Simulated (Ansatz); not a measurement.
# CH₃Se₂ radical: one species, many methods

The task here is to estimate one member of a computed series from the others.

Method: functionals in def2-TZVPP, the program's frozen cores in correlated methods; program: Ansatz 0.2.0, Gaussian basis.

Levels to be run: LDA (SPW92), PBE-D4, revPBE-D4, BLYP-D4, r2SCAN-D4, B97M-V, PBE0-D4, B3LYP-D4, r2SCANh-D4, r2SCAN0-D4, HSE06-D4, BHLYP-D4, CAM-B3LYP-D4, LC-ωPBE, ωB97X-V, ωB97M-V, B2PLYP, PBE-QIDH; CCSD(T)/def2-SVP; CCSD(T)/def2-TZVPP; MP2/def2-QZVPP; extrapolation to the limit; RPA on PBE.

## The relaxed structure

The geometry comes from an earlier relaxation with PBE0-D4 in a triple-zeta def2 set; it is a stationary point.

SMILES `C[Se][Se]`, 6 atoms, charge 0, spin multiplicity 2.

Atoms are counted from 1 here; the program's logs count them from 0.

Bond lengths: C1–Se2 1.950 Å, C1–H4 1.088 Å, C1–H5 1.091 Å, C1–H6 1.088 Å, Se2–Se3 2.228 Å. Angles: Se2–C1–H4 108.9°, Se2–C1–H5 107.2°, Se2–C1–H6 108.9°, H4–C1–H5 110.5°, H4–C1–H6 110.6°, H5–C1–H6 110.5°, C1–Se2–Se3 102.9°.

The first run:

in.yaml reads:

```yaml
crystal:
  periodic: [false, false, false]
  atoms:
    - {symbol: C, position_ang: [-0.392863, 0.414051, -0.329079]}
    - {symbol: Se, position_ang: [-0.050675, -0.618125, 1.289686]}
    - {symbol: Se, position_ang: [1.865959, -1.655182, 0.824225]}
    - {symbol: H, position_ang: [0.427342, 1.111641, -0.483071]}
    - {symbol: H, position_ang: [-1.329081, 0.952412, -0.176426]}
    - {symbol: H, position_ang: [-0.478583, -0.268697, -1.171434]}
basis:
  gaussian: {orbitals: def2-TZVPP}
magnetization: {spin_polarized: true, initial_magnetization: 1}
hamiltonian: {xc: lda}
output: {orbitals: {seedname: orbitals}}
```

On the command line:

```sh
$ ansatz run in.yaml --threads 4 --pin off --events-out ev --progress --plain --max-ram 10444MiB
```

Among the steps run: LDA; PBE-D4 (GGA); revPBE-D4 (GGA); BLYP-D4 (GGA); r2SCAN-D4 (meta-GGA); B97M-V (meta-GGA); PBE0-D4 (hybrid); B3LYP-D4 (hybrid); r2SCANh-D4 (hybrid); r2SCAN0-D4 (hybrid); HSE06-D4 (hybrid); BHLYP-D4 (hybrid); CAM-B3LYP-D4 (range-separated); LC-ωPBE (range-separated); ωB97X-V (range-separated); ωB97M-V (range-separated); B2PLYP (double hybrid); PBE-QIDH (double hybrid).

One table of the session follows, with a row left open; its other results are not shown here.

It belongs to the step «Orbital energies across the functionals». 

| functional | HOMO (eV) | LUMO (eV) | gap (eV) |
| --- | --- | --- | --- |
| LDA (SPW92) | -5.29 | -4.64 | 0.65 |
| PBE-D4 | -5.23 | -4.32 | 0.91 |
| revPBE-D4 | -5.20 | -4.24 | 0.96 |
| BLYP-D4 | -5.03 | -4.24 | 0.79 |
| r2SCAN-D4 | -5.57 | -4.21 | 1.36 |
| B97M-V | ? | ? | ? |
| PBE0-D4 | -6.43 | -3.53 | 2.90 |
| B3LYP-D4 | -6.14 | -3.78 | 2.36 |
| r2SCANh-D4 | -6.01 | -3.89 | 2.11 |
| r2SCAN0-D4 | -6.67 | -3.41 | 3.25 |
| HSE06-D4 | -6.04 | -3.90 | 2.13 |
| BHLYP-D4 | -7.43 | -2.64 | 4.79 |
| CAM-B3LYP-D4 | -7.66 | -2.53 | 5.13 |
| LC-ωPBE | -9.05 | -1.37 | 7.68 |
| ωB97X-V | -8.62 | -1.60 | 7.02 |
| ωB97M-V | -8.42 | -1.64 | 6.78 |

Estimate the missing values for B97M-V.

As computed: HOMO (eV): -5.57; LUMO (eV): -4.14; gap (eV): 1.42.
